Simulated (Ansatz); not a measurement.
# Cl2FH3O2Ti: the cost of one run

Program: Ansatz 0.2.0. Level of theory: RKS B3LYP/def2-SVP. These are calculated values, not measurements.

### 1 The structure to begin with

Bond lengths: Ti1–Cl2 2.720 Å, Ti1–O3 1.920 Å, O3–H4 1.010 Å, Ti1–Cl5 2.368 Å, Ti1–F6 1.829 Å, Ti1–O7 2.220 Å, O7–H8 1.010 Å. Angles: Cl2–Ti1–O3 109.5°, Cl2–Ti1–Cl5 109.5°, Cl2–Ti1–F6 109.5°, Cl2–Ti1–O7 71.6°, O3–Ti1–Cl5 109.5°, O3–Ti1–F6 109.5°, O3–Ti1–O7 75.6°, Cl5–Ti1–F6 109.5°, Cl5–Ti1–O7 64.5°, F6–Ti1–O7 173.5°, Ti1–O3–H4 109.5°, Ti1–O7–H8 109.5°.

Coordinates:

```xyz
9

Ti    0.0000    0.0000    0.0000
Cl    0.0000    0.0000    2.7200
O     1.8106    0.0000   -0.6394
H     2.1269   -0.9521   -0.7560
Cl   -1.1163    1.9339   -0.7892
F    -0.8619   -1.4933   -0.6094
O     0.8322    1.9354    0.7000
H     1.6233    1.7635    1.3040
H     0.5883    1.3681    1.9123
```

### 2 A restrained relaxation towards end A

Springs on the bonds that form and break draw the guess towards this end; the thresholds are loose.

File input.yaml:

```yaml
crystal:
  periodic: [false, false, false]
  atoms:
    - { symbol: Ti, position_ang: [0.0, 0.0, 0.0] }
    - { symbol: Cl, position_ang: [0.0, 0.0, 2.72] }
    - { symbol: O, position_ang: [1.8106, 0.0, -0.6394] }
    - { symbol: H, position_ang: [2.1269, -0.9521, -0.756] }
    - { symbol: Cl, position_ang: [-1.1163, 1.9339, -0.7892] }
    - { symbol: F, position_ang: [-0.8619, -1.4933, -0.6094] }
    - { symbol: O, position_ang: [0.8322, 1.9354, 0.7] }
    - { symbol: H, position_ang: [1.6233, 1.7635, 1.304] }
    - { symbol: H, position_ang: [0.5883, 1.3681, 1.9123] }
basis:
  gaussian: { orbitals: def2-SVP }
hamiltonian:
  xc: b3lyp
relax:
  f_tol: 0.15
  max_steps: 25
  restrain:
    - { distance: [0, 6], at: 3.12, k: 30.0 }
    - { distance: [8, 1], at: 2.57, k: 30.0 }
    - { distance: [0, 1], at: 2.37, k: 30.0 }
    - { distance: [8, 6], at: 1.01, k: 30.0 }
output:
  orbitals: {}
```

The run is started by

```bash
> ansatz run input.yaml --threads 4 --pin off --max-ram 5120MiB --backend cpu --events-out ev --progress --plain --runs-dir out
```

Q: Estimate wall time and peak memory on 4 threads of Arm Neoverse V1, shared host.

About 34 s, with a peak of 0.36 GiB.
